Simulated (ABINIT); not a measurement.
Runs of ABINIT 10.8.3 (patched build) on GaF. Symmetry: Pm-3m, No. 221, cubic system. The conventional cell has a = 3.166 Å, b = 3.166 Å, c = 3.166 Å, α = 90.00°, β = 90.00°, γ = 90.00°. Ga (site symmetry m-3m) is surrounded by 8 F at 2.74 Å. F (site symmetry m-3m) is surrounded by 8 Ga at 2.74 Å. The cell was built by a generator and needn't be a form met in nature.

```tsv
task	level	potentials or basis	cell	cutoff (eV)	cell freedom (optcell)	optimiser (ionmov)	cutoff smearing ecutsm (Ha)	force stop (Ha/bohr)	gap on the mesh (eV)	pressure (GPa)	relaxed volume (Å³/atom)
relaxation of cell and atoms	LDA	PseudoDojo NC SR LDA v0.4.1 standard	relaxed	1143	2	2	0.5	2e-05	none	0.0	13.87
single point	LDA	PseudoDojo NC SR LDA v0.4.1 standard	cell relaxed	1143	-	-	-	-	none	0.0	-
single point	WC	PseudoDojo NC SR PBEsol v0.4.1 standard	cell relaxed	1143	-	-	-	-	none	0.0	-
single point	LDA-PZ	PseudoDojo NC SR LDA v0.4.1 standard	as given	1088	-	-	-	-	0.36	-6.4	-
relaxation of cell and atoms	WC	PseudoDojo NC SR PBEsol v0.4.1 standard	relaxed	1143	2	2	0.5	2e-05	none	0.0	(a)
```

Alike in all rows: no spin polarisation; k mesh 6 × 6 × 6; smearing fermi-dirac 0.05 eV.

Question: Fill in the values left out.

Answer: (a) 14.61.

Caveats: the potentials were made for another functional, which shifts forces and pressure (some runs).

A k mesh can miss the band edges, and the runs leave out spin-orbit coupling on Ga.

A gap of «none» marks a metal or a gap under the smearing width.
